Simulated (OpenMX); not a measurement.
Crystal: GaGe.

```
Ge Ga
1.0
     0.00000    2.89784    2.89784
     2.89784    0.00000    2.89784
     2.89784    2.89784    0.00000
Ge Ga
1 1
Cartesian
  0.0437 0.0525 -0.0507
  1.4805 1.4612 1.4101
```

The cell comes from a database or a generator and needn't be the stable form of this composition.

The cell isn't the ideal one: atoms moved at random, drawn with an rms of 0.05 Å.

Base run:

* Program: OpenMX 3.8.5
* Functional: PBE
* Potentials or basis: OpenMX 2013 PBE set, Ge7.0-s3p2d2, Ga7.0-s3p2d2, grid cutoff 500 Ry
* k mesh: 9 × 9 × 9
* Occupations: fermi-dirac, width 0.05 eV
* Spin: no spin polarisation

Its results: band gap on the k mesh none (metal or under the smearing width); pressure 1.7 GPa; largest force 0.165 eV/Å.

Q: The run is repeated on the same cell with these changes: potentials or basis from OpenMX 2013 PBE set, Ge7.0-s3p2d2, Ga7.0-s3p2d2, grid cutoff 500 Ry to OpenMX 2013 PBE set, Ge7.0-s2p2d1, Ga7.0-s2p2d1, grid cutoff 500 Ry. What comes out?

A: Band gap on the k mesh none (metal or under the smearing width); pressure 2.7 GPa; largest force 0.189 eV/Å.

Caveats: the basis of atomic orbitals isn't converged, which shifts pressures, moduli and gaps.
